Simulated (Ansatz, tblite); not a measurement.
# The cluster Si₆O+: rung by rung

Aim: run the doublet of the cluster Si₆O+ at one geometry on many levels, and compare frontier levels, spin and run time.

The runs use Ansatz 0.2.0, Gaussian basis; as each input shows.

Levels to be run: GFN1-xTB, GFN2-xTB, PBE-D4/def2-TZVP, r2SCAN-D4/def2-TZVP, r2SCANh-D4/def2-TZVP, ωB97M-V/def2-TZVP, HSE06-D4/def2-TZVP, PBE-D4/def2-SVP, PBE0-D4/def2-SVP, HF/STO-3G, CCSD(T)/def2-SVP, MP2/def2-TZVP.

2 further runs of the same task are left out: 2 set aside as unsound or not needed. Runs told in other sessions of the task aren't counted.

## 1. The geometry

The doublet was relaxed beforehand with r2SCAN-D4/def2-SVP. At that level it is the lowest of the isomers that a small search found.

7 atoms, charge 1, spin multiplicity 2.

Bond lengths: O1–Si3 1.579 Å, O1–Si6 1.773 Å, Si2–Si6 2.335 Å, Si2–Si7 2.413 Å, Si4–Si6 2.264 Å, Si4–Si7 2.288 Å, Si5–Si6 2.336 Å, Si5–Si7 2.414 Å. Angles: Si3–O1–Si6 178.1°, Si6–Si2–Si7 93.4°, Si6–Si4–Si7 98.8°, Si6–Si5–Si7 93.3°, O1–Si6–Si2 137.7°, O1–Si6–Si4 133.7°, O1–Si6–Si5 137.9°, Si2–Si6–Si4 69.3°, Si2–Si6–Si5 78.8° and more.

The ion is computed in the gas phase, without counter-ions or solvent.

PBE0-D4/def2-TZVP was run before; its log isn't repeated, and its numbers join the tables.

## 2. GFN1-xTB

Tight binding, by tblite at 300 K electronic temperature and without a spin-polarisation term:

```python
tblite.interface.Calculator('GFN1-xTB', numbers, positions, charge=1, uhf=1).singlepoint()
```

Energy -411.7744 eV; 0.01 s.

## 3. GFN2-xTB

Tight binding, by tblite at 300 K electronic temperature and without a spin-polarisation term:

```python
tblite.interface.Calculator('GFN2-xTB', numbers, positions, charge=1, uhf=1).singlepoint()
```

Energy -376.4795 eV; 0.019 s.

## 4. PBE-D4/def2-TZVP

start.molden holds the orbitals of an earlier run on this state, given as this run's starting guess.

in.yaml reads:

```yaml
crystal:
  periodic: [false, false, false]
  atoms:
    - {symbol: O, position_ang: [2.027308, 0.857343, 0.483294]}
    - {symbol: Si, position_ang: [-1.251226, 0.610448, -1.493753]}
    - {symbol: Si, position_ang: [3.433275, 1.473493, 0.852206]}
    - {symbol: Si, position_ang: [-1.547676, 0.001810, 1.032728]}
    - {symbol: Si, position_ang: [-0.449200, -1.975569, -0.282660]}
    - {symbol: Si, position_ang: [0.470046, 0.151133, 0.016225]}
    - {symbol: Si, position_ang: [-2.682526, -1.118658, -0.608039]}
basis:
  gaussian: {orbitals: def2-TZVP, initial_orbitals: start.molden}
total_charge: 1
magnetization: {spin_polarized: true, initial_magnetization: 1}
hamiltonian: {xc: pbe, dispersion: d4}
scf: {omitted_lower_state_checks: [starts]}
output: {forces: true, orbitals: {seedname: orbitals}}
```

Run with:

```sh
> ansatz run in.yaml --threads 4 --pin off --events-out ev --progress --plain --max-ram 4787MiB
```

Output:

```text
Functional definition: PBE
  name "PBE"
  cite "Perdew, Burke & Ernzerhof, Phys. Rev. Lett. 77, 3865 (1996) doi:10.1103/PhysRevLett.77.3865"
  parent pbe
  parameter kappa = 0.804
  parameter beta = 0.06672455060314922
  exchange = pbe_x(kappa = kappa, mu = beta*pi^2/3)
  correlation = pbe_c(beta = beta)
these checks for a lower state are left out or cut short: starts
1663 factors; their error is unknown
mean field evaluation 1: about -49281.1424 eV, gradient 1.1e1 eV
mean field evaluation 2: about -49281.3321 eV, gradient 3.2e-1 eV
mean field evaluation 4: about -49281.3035 eV, gradient 4.0e-2 eV
mean field evaluation 8: about -49281.3035 eV, gradient 1.5e-5 eV
mean field -49281.30347663 eV, -1811.0544986991 hartree, gradient 1.5e-5 eV, S^2 0.761163; 0 other end points of the search recorded, 0 dependent functions left out
the calculation of the forces begins
reference -49281.30352109 eV, -1811.0545003328 hartree; 46, 45 occupied and 207, 208 virtual orbitals, 1663 factors
Total energy: -49281.80151026 eV, -1811.0728010973 hartree
Atom 0 at     2.027308     0.857343     0.483294 Å, force     0.145102     0.072885     0.058025 eV/Å
Atom 1 at    -1.251226     0.610448    -1.493753 Å, force     0.001118     0.096973    -0.215822 eV/Å
Atom 2 at     3.433275     1.473493     0.852206 Å, force    -0.266400    -0.119006    -0.073004 eV/Å
Atom 3 at    -1.547676     0.001810     1.032728 Å, force    -0.134254     0.103046     0.314535 eV/Å
Atom 4 at    -0.449200    -1.975569    -0.282660 Å, force     0.091834    -0.197490    -0.072588 eV/Å
Atom 5 at     0.470046     0.151133     0.016225 Å, force     0.216658     0.067867     0.000148 eV/Å
Atom 6 at    -2.682526    -1.118658    -0.608039 Å, force    -0.054058    -0.024275    -0.011294 eV/Å
Dipole moment:     1.681730     0.754174     0.486910 e Å
Checks for a lower state left out: starts
```

It took 7 s on 4 threads of Arm Neoverse V2, shared host.

Report: HOMO -9.13 eV, LUMO -8.49 eV (over both spins); ⟨S²⟩ 0.761 (pure: 0.75).

## 5. r2SCAN-D4/def2-TZVP

Changes to in.yaml since step 4:

```diff
@@ -14,4 +14,4 @@
 magnetization: {spin_polarized: true, initial_magnetization: 1}
-hamiltonian: {xc: pbe, dispersion: d4}
+hamiltonian: {xc: r2scan, dispersion: d4}
 scf: {omitted_lower_state_checks: [starts]}
-output: {forces: true, orbitals: {seedname: orbitals}}
+output: {orbitals: {seedname: orbitals}}
```

Launched as before.

Output:

```text
Functional definition: r2SCAN
  name "r2SCAN"
  cite "Furness, Kaplan, Ning, Perdew & Sun, J. Phys. Chem. Lett. 11, 8208 (2020) doi:10.1021/acs.jpclett.0c02405"
  cite "Furness, Kaplan, Ning, Perdew & Sun, J. Phys. Chem. Lett. 11, 9248 (2020) doi:10.1021/acs.jpclett.0c03077"
  parent r2scan
  parameter k0 = 0.174
  parameter k1 = 0.065
  parameter a1 = 4.9479
  exchange = r2scan_x(k0 = k0, k1 = k1, a1 = a1)
  correlation = r2scan_c
these checks for a lower state are left out or cut short: starts
1663 factors; their error is unknown
mean field evaluation 1: about -49301.3495 eV, gradient 7.3e0 eV
mean field evaluation 2: about -49301.4296 eV, gradient 1.7e-1 eV
mean field evaluation 4: about -49301.3941 eV, gradient 4.8e-3 eV
mean field evaluation 8: about -49301.3941 eV, gradient 5.1e-5 eV
mean field -49301.39410707 eV, -1811.7928157498 hartree, gradient 1.3e-5 eV, S^2 0.775685; 0 other end points of the search recorded, 0 dependent functions left out
reference -49301.39412561 eV, -1811.7928164310 hartree; 46, 45 occupied and 207, 208 virtual orbitals, 1663 factors
Total energy: -49301.50002951 eV, -1811.7967083277 hartree
Checks for a lower state left out: starts
```

Run time: 17 s. Hardware: 4 threads of Arm Neoverse V2, shared host; peak memory 0.59 GiB.

From the report: HOMO -9.28 eV, LUMO -8.45 eV (over both spins); ⟨S²⟩ 0.776 (pure: 0.75).

## 6. r2SCANh-D4/def2-TZVP

Changes to in.yaml since step 5:

```diff
@@ -14,3 +14,3 @@
 magnetization: {spin_polarized: true, initial_magnetization: 1}
-hamiltonian: {xc: r2scan, dispersion: d4}
+hamiltonian: {xc: {name: r2SCANh}, dispersion: d4}
 scf: {omitted_lower_state_checks: [starts]}
```

The command is unchanged.

Output (excerpt; [...] marks lines left out):

```text
Functional definition: r2SCANh
  name "r2SCANh"
  cite "Bursch, Neugebauer, Ehlert & Grimme, J. Chem. Phys. 156, 134105 (2022) doi:10.1063/5.0086040"
  cite "Furness, Kaplan, Ning, Perdew & Sun, J. Phys. Chem. Lett. 11, 8208 (2020) doi:10.1021/acs.jpclett.0c02405"
  cite "Furness, Kaplan, Ning, Perdew & Sun, J. Phys. Chem. Lett. 11, 9248 (2020) doi:10.1021/acs.jpclett.0c03077"
  parent r2scan
[...]
1663 factors; their error is unknown
[...]
mean field -49300.81677850 eV, -1811.7715993162 hartree, gradient 2.6e-5 eV, S^2 0.778891; 0 other end points of the search recorded, 0 dependent functions left out
reference -49300.81679540 eV, -1811.7715999371 hartree; 46, 45 occupied and 207, 208 virtual orbitals, 1663 factors
Total energy: -49300.93730734 eV, -1811.7760286694 hartree
Checks for a lower state left out: starts
```

Run time: 28 s. Hardware: 4 threads of Arm Neoverse V2, shared host; peak memory 1.2 GiB.

HOMO -9.53 eV, LUMO -8.19 eV (over both spins); ⟨S²⟩ 0.779 (pure: 0.75).

## 7. ωB97M-V/def2-TZVP

Changes to in.yaml since step 6:

```diff
@@ -14,3 +14,3 @@
 magnetization: {spin_polarized: true, initial_magnetization: 1}
-hamiltonian: {xc: {name: r2SCANh}, dispersion: d4}
+hamiltonian: {xc: {name: wB97M-V}}
 scf: {omitted_lower_state_checks: [starts]}
```

Same command.

Output (excerpt; [...] marks lines left out):

```text
Functional definition: wB97M-V
  name "wB97M-V"
  cite "Mardirossian & Head-Gordon, J. Chem. Phys. 144, 214110 (2016) doi:10.1063/1.4952647"
  cite "Becke, J. Chem. Phys. 107, 8554 (1997) doi:10.1063/1.475007"
  cite "Vydrov & Van Voorhis, J. Chem. Phys. 133, 244103 (2010) doi:10.1063/1.3521275"
  # Of w^i u^j: cxij and so on, Table III.
[...]
  gx(w, u) = 1 - cx + cx01*u + cx10*w
  gss(w, u) = css00 + css04*u^4 + css10*w + css20*w^2 + css43*w^4*u^3
  gos(w, u) = cos00 + cos10*w + (cos20 + cos21*u)*w^2 + (cos60 + cos61*u)*w^6
[...]
      + integral(e_c_pw_mod_opposite_spin*gos(b97_w_opposite, b97_u_opposite)) + vv10(b, c)
[...]
1663 factors; their error is unknown
339 factors; integrals over basis functions are off by at most 9.4e-5 eV
the host lacks memory for fits, so the integrals are decomposed
1537 factors; integrals over basis functions are off by at most 8.3e-4 eV
339 factors; integrals over basis functions are off by at most 9.4e-5 eV
[...]
mean field -49303.24500275 eV, -1811.8608349112 hartree, gradient 1.6e-5 eV, S^2 0.761582; 0 other end points of the search recorded, 0 dependent functions left out
reference -49303.24505552 eV, -1811.8608368507 hartree; 46, 45 occupied and 207, 208 virtual orbitals, 1537 factors
Total energy: -49303.24505552 eV, -1811.8608368507 hartree
Checks for a lower state left out: starts
```

Run time: 50 s. Hardware: 4 threads of Arm Neoverse V2, shared host; peak memory 1.5 GiB.

Report: HOMO -11.29 eV, LUMO -5.88 eV (over both spins); ⟨S²⟩ 0.762 (pure: 0.75).

## 8. HSE06-D4/def2-TZVP

Changes to in.yaml since step 7:

```diff
@@ -14,3 +14,3 @@
 magnetization: {spin_polarized: true, initial_magnetization: 1}
-hamiltonian: {xc: {name: wB97M-V}}
+hamiltonian: {xc: hse06, dispersion: d4}
 scf: {omitted_lower_state_checks: [starts]}
```

Same command.

Output (excerpt; [...] marks lines left out):

```text
Functional definition: HSE06
  name "HSE06"
  cite "Heyd, Scuseria & Ernzerhof, J. Chem. Phys. 118, 8207 (2003) doi:10.1063/1.1564060"
  cite "Krukau, Vydrov, Izmaylov & Scuseria, J. Chem. Phys. 125, 224106 (2006) doi:10.1063/1.2404663"
  cite "Heyd & Scuseria, J. Chem. Phys. 120, 7274 (2004) doi:10.1063/1.1668634"
  cite "Ernzerhof & Perdew, J. Chem. Phys. 109, 3313 (1998) doi:10.1063/1.476928"
  cite "Perdew, Burke & Ernzerhof, Phys. Rev. Lett. 77, 3865 (1996) doi:10.1103/PhysRevLett.77.3865"
  parent pbe
[...]
  # The whole range is PBE's own exchange, as in plane waves. The composition of these papers is wPBEh.
[...]
1759 factors; their error is unknown
96 factors; integrals over basis functions are off by at most 1.1e-5 eV
[...]
mean field -49283.65712922 eV, -1811.1409938361 hartree, gradient 8.0e-6 eV, S^2 0.769394; 0 other end points of the search recorded, 0 dependent functions left out
reference -49283.65717364 eV, -1811.1409954686 hartree; 46, 45 occupied and 207, 208 virtual orbitals, 1759 factors
Total energy: -49284.07020447 eV, -1811.1561740717 hartree
Checks for a lower state left out: starts
```

Wall time 14 s (4 threads of Arm Neoverse V2, shared host); peak memory 1.2 GiB.

HOMO -9.44 eV, LUMO -8.19 eV (over both spins); ⟨S²⟩ 0.769 (pure: 0.75).

## 9. PBE-D4/def2-SVP

Changes to in.yaml since step 8:

```diff
@@ -11,6 +11,6 @@
 basis:
-  gaussian: {orbitals: def2-TZVP, initial_orbitals: start.molden}
+  gaussian: {orbitals: def2-SVP, initial_orbitals: start.molden}
 total_charge: 1
 magnetization: {spin_polarized: true, initial_magnetization: 1}
-hamiltonian: {xc: hse06, dispersion: d4}
+hamiltonian: {xc: pbe, dispersion: d4}
 scf: {omitted_lower_state_checks: [starts]}
```

Same command.

Output:

```text
Functional definition: PBE
  name "PBE"
  cite "Perdew, Burke & Ernzerhof, Phys. Rev. Lett. 77, 3865 (1996) doi:10.1103/PhysRevLett.77.3865"
  parent pbe
  parameter kappa = 0.804
  parameter beta = 0.06672455060314922
  exchange = pbe_x(kappa = kappa, mu = beta*pi^2/3)
  correlation = pbe_c(beta = beta)
these checks for a lower state are left out or cut short: starts
1319 factors; their error is unknown
mean field evaluation 1: about -49262.0329 eV, gradient 6.7e0 eV
mean field evaluation 2: about -49262.2852 eV, gradient 2.8e-1 eV
mean field evaluation 4: about -49262.1172 eV, gradient 6.2e-2 eV
mean field evaluation 8: about -49262.1173 eV, gradient 1.4e-5 eV
mean field -49262.11725450 eV, -1810.3494180406 hartree, gradient 1.4e-5 eV, S^2 0.760086; 0 other end points of the search recorded, 0 dependent functions left out
reference -49262.11729491 eV, -1810.3494195255 hartree; 46, 45 occupied and 76, 77 virtual orbitals, 1319 factors
Total energy: -49262.61528408 eV, -1810.3677202900 hartree
Checks for a lower state left out: starts
```

Wall time 2.5 s (4 threads of Arm Neoverse V2, shared host).

From the report: HOMO -9.28 eV, LUMO -8.62 eV (over both spins); ⟨S²⟩ 0.760 (pure: 0.75).

## 10. PBE0-D4/def2-SVP

Changes to in.yaml since step 9:

```diff
@@ -14,3 +14,3 @@
 magnetization: {spin_polarized: true, initial_magnetization: 1}
-hamiltonian: {xc: pbe, dispersion: d4}
+hamiltonian: {xc: pbe0, dispersion: d4}
 scf: {omitted_lower_state_checks: [starts]}
```

Launched as before.

Output:

```text
Functional definition: PBE0
  name "PBE0"
  cite "Adamo & Barone, J. Chem. Phys. 110, 6158 (1999) doi:10.1063/1.478522"
  cite "Perdew, Burke & Ernzerhof, Phys. Rev. Lett. 77, 3865 (1996) doi:10.1103/PhysRevLett.77.3865"
  parent pbe
  parameter a = 0.25
  parameter kappa = 0.804
  parameter beta = 0.06672455060314922
  exchange = (1 - a)*pbe_x(kappa = kappa, mu = beta*pi^2/3) + a*exact_x
  correlation = pbe_c(beta = beta)
these checks for a lower state are left out or cut short: starts
1123 factors; integrals over basis functions are off by at most 7.5e-4 eV
mean field evaluation 1: about -49265.4672 eV, gradient 4.4e0 eV
mean field evaluation 2: about -49265.5927 eV, gradient 1.2e-1 eV
mean field evaluation 4: about -49265.5999 eV, gradient 8.0e-4 eV
mean field -49265.59988412 eV, -1810.4774023185 hartree, gradient 1.4e-5 eV, S^2 0.768944; 0 other end points of the search recorded, 0 dependent functions left out
reference -49265.59991492 eV, -1810.4774034503 hartree; 46, 45 occupied and 76, 77 virtual orbitals, 1123 factors
Total energy: -49266.02863228 eV, -1810.4931585228 hartree
Checks for a lower state left out: starts
```

It took 3.6 s on 4 threads of Arm Neoverse V2, shared host.

Report: HOMO -9.98 eV, LUMO -7.90 eV (over both spins); ⟨S²⟩ 0.769 (pure: 0.75).

## 11. HF/STO-3G

Changes to in.yaml since step 10:

```diff
@@ -11,6 +11,6 @@
 basis:
-  gaussian: {orbitals: def2-SVP, initial_orbitals: start.molden}
+  gaussian: {orbitals: STO-3G}
 total_charge: 1
 magnetization: {spin_polarized: true, initial_magnetization: 1}
-hamiltonian: {xc: pbe0, dispersion: d4}
+hamiltonian: {xc: hf}
 scf: {omitted_lower_state_checks: [starts]}
```

The command is unchanged.

Output:

```text
Functional definition: HF
  name "HF"
  cite "Fock, Z. Phys. 61, 126 (1930) doi:10.1007/BF01340294"
  parent pbe
  exchange = exact_x
  correlation = 0
these checks for a lower state are left out or cut short: starts
662 factors; integrals over basis functions are off by at most 3.0e-5 eV
mean field evaluation 1: about -48626.8604 eV, gradient 2.3e1 eV
mean field evaluation 2: about -48626.9695 eV, gradient 2.3e1 eV
mean field evaluation 4: about -48631.4834 eV, gradient 2.6e0 eV
mean field evaluation 8: about -48631.7192 eV, gradient 4.0e-1 eV
mean field evaluation 16: about -48631.7566 eV, gradient 2.9e-5 eV
mean field -48631.75661052 eV, -1787.1840916481 hartree, gradient 5.9e-6 eV, S^2 0.916542; 0 other end points of the search recorded, 0 dependent functions left out
reference -48631.75661052 eV, -1787.1840916481 hartree; 46, 45 occupied and 13, 14 virtual orbitals, 662 factors
Total energy: -48631.75661052 eV, -1787.1840916481 hartree
Checks for a lower state left out: starts
```

Wall time 0.6 s (4 threads of Arm Neoverse V2, shared host).

HOMO -7.33 eV, LUMO -0.07 eV (over both spins); ⟨S²⟩ 0.917 (pure: 0.75). Doubts: spin contamination.

## 12. CCSD(T)/def2-SVP

Changes to in.yaml since step 11:

```diff
@@ -11,7 +11,7 @@
 basis:
-  gaussian: {orbitals: STO-3G}
+  gaussian: {orbitals: def2-SVP, initial_orbitals: start.molden}
 total_charge: 1
 magnetization: {spin_polarized: true, initial_magnetization: 1}
-hamiltonian: {xc: hf}
-scf: {omitted_lower_state_checks: [starts]}
+correlation: {method: ccsd_t}
+scf: {omitted_lower_state_checks: [starts, cluster_reference]}
 output: {orbitals: {seedname: orbitals}}
```

Launched as before.

Output (excerpt; [...] marks lines left out):

```text
Functional definition: HF
  name "HF"
  cite "Fock, Z. Phys. 61, 126 (1930) doi:10.1007/BF01340294"
  parent pbe
[...]
1123 factors; integrals over basis functions are off by at most 7.5e-4 eV
[...]
mean field -49184.96415757 eV, -1807.5140940245 hartree, gradient 2.4e-6 eV, S^2 0.883496; 0 other end points of the search recorded, 0 dependent functions left out
31 core orbitals not correlated: weight in the atoms' cores, before any rotation towards them, 1.000 or more for the frozen orbitals, at most 0.000 for the correlated occupied ones
reference -49184.96415757 eV, -1807.5140940245 hartree; 15, 14 occupied and 76, 77 virtual orbitals, 1123 factors
second order -18.87977998 eV of doubles, -0.00000000 eV of singles
cycle   1  -18.56066069 eV  change    3.2e-1 eV  update   2.1e-1
[...]
cycle  16  -19.78667089 eV  change   -4.8e-6 eV  update   2.9e-5
perturbative correction -1.29987426 eV, -0.0477694981 hartree
Total energy: -49206.05070272 eV, -1808.2890102657 hartree
Checks for a lower state left out: starts, cluster_reference
```

Run time: 18 s. Hardware: 4 threads of Arm Neoverse V2, shared host; peak memory 0.94 GiB.

Report: Hartree-Fock HOMO -11.38 eV, LUMO -4.83 eV (over both spins); ⟨S²⟩ 0.883 (pure: 0.75); T1 0.035.

## 13. MP2/def2-TZVP

Changes to in.yaml since step 12:

```diff
@@ -11,7 +11,7 @@
 basis:
-  gaussian: {orbitals: def2-SVP, initial_orbitals: start.molden}
+  gaussian: {orbitals: def2-TZVP, initial_orbitals: start.molden}
 total_charge: 1
 magnetization: {spin_polarized: true, initial_magnetization: 1}
-correlation: {method: ccsd_t}
-scf: {omitted_lower_state_checks: [starts, cluster_reference]}
+correlation: {method: mp2}
+scf: {omitted_lower_state_checks: [starts]}
 output: {orbitals: {seedname: orbitals}}
```

Same command.

Output:

```text
Functional definition: HF
  name "HF"
  cite "Fock, Z. Phys. 61, 126 (1930) doi:10.1007/BF01340294"
  parent pbe
  exchange = exact_x
  correlation = 0
these checks for a lower state are left out or cut short: starts
1537 factors; integrals over basis functions are off by at most 8.3e-4 eV
mean field evaluation 1: about -49202.7848 eV, gradient 3.0e1 eV
mean field evaluation 2: about -49204.1149 eV, gradient 1.8e0 eV
mean field evaluation 4: about -49204.2902 eV, gradient 5.2e-1 eV
mean field evaluation 8: about -49204.2941 eV, gradient 9.2e-4 eV
mean field -49204.29406592 eV, -1808.2244550542 hartree, gradient 3.9e-6 eV, S^2 0.879709; 0 other end points of the search recorded, 0 dependent functions left out
31 core orbitals not correlated: weight in the atoms' cores, before any rotation towards them, 1.000 or more for the frozen orbitals, at most 0.000 for the correlated occupied ones
reference -49204.29406592 eV, -1808.2244550542 hartree; 15, 14 occupied and 207, 208 virtual orbitals, 1537 factors
second order -23.15145308 eV of doubles, -0.00000000 eV of singles
Total energy: -49227.44551900 eV, -1809.0752552624 hartree
Checks for a lower state left out: starts
```

It took 10 s on 4 threads of Arm Neoverse V2, shared host; peak memory 0.88 GiB.

Report: Hartree-Fock HOMO -11.23 eV, LUMO -4.84 eV (over both spins); ⟨S²⟩ 0.880 (pure: 0.75).

## 14. Comparison

```
               level  functions  HOMO (eV)  LUMO (eV)  gap (eV)   ⟨S²⟩   time
           HF/STO-3G         59      -7.33      -0.07      7.26  0.917  0.6 s
     PBE-D4/def2-SVP        122      -9.28      -8.62      0.66  0.760  2.5 s
    PBE-D4/def2-TZVP        253      -9.13      -8.49      0.64  0.761    7 s
 r2SCAN-D4/def2-TZVP        253      -9.28      -8.45      0.83  0.776   17 s
r2SCANh-D4/def2-TZVP        253      -9.53      -8.19      1.34  0.779   28 s
    PBE0-D4/def2-SVP        122      -9.98      -7.90      2.08  0.769  3.6 s
   PBE0-D4/def2-TZVP        253      -9.80      -7.83      1.97  0.770   17 s
  HSE06-D4/def2-TZVP        253      -9.44      -8.19      1.26  0.769   14 s
   ωB97M-V/def2-TZVP        253     -11.29      -5.88      5.41  0.762   50 s
```

Energy pieces by basis (eV):

```csv
basis,HF,MP2 correlation,CCSD correlation,(T),total
def2-SVP,-49184.9642,-18.8798,-19.7867,-1.2999,-49206.0507
def2-TZVP,-49204.2941,-23.1515,,,-49227.4455 (MP2)
```

## 15. Results

| quantity | value |
| --- | --- |
| gap in def2-TZVP, named functionals, smallest and largest | 0.64 eV (PBE-D4), 5.41 eV (ωB97M-V) |
| correlation energy, CCSD(T)/def2-SVP | -21.09 eV |
| correlation energy, MP2/def2-TZVP | -23.15 eV |
| ⟨S²⟩ in def2-TZVP, named functionals, smallest and largest | 0.761, 0.779 |
| PBE0 total energy, smallest basis above largest | 19.13 eV (def2-SVP, def2-TZVP) |

**Reading.** Over the named functionals in def2-TZVP the gap runs from 0.64 eV (PBE-D4) to 5.41 eV (ωB97M-V); exact exchange widens it. Over the named functionals in def2-TZVP spin contamination reaches 0.03 (r2SCANh-D4), which is small.

The slowest run with a step of its own, ωB97M-V/def2-TZVP, took 50 s; the quickest functional in def2-TZVP took 7 s (shared host).
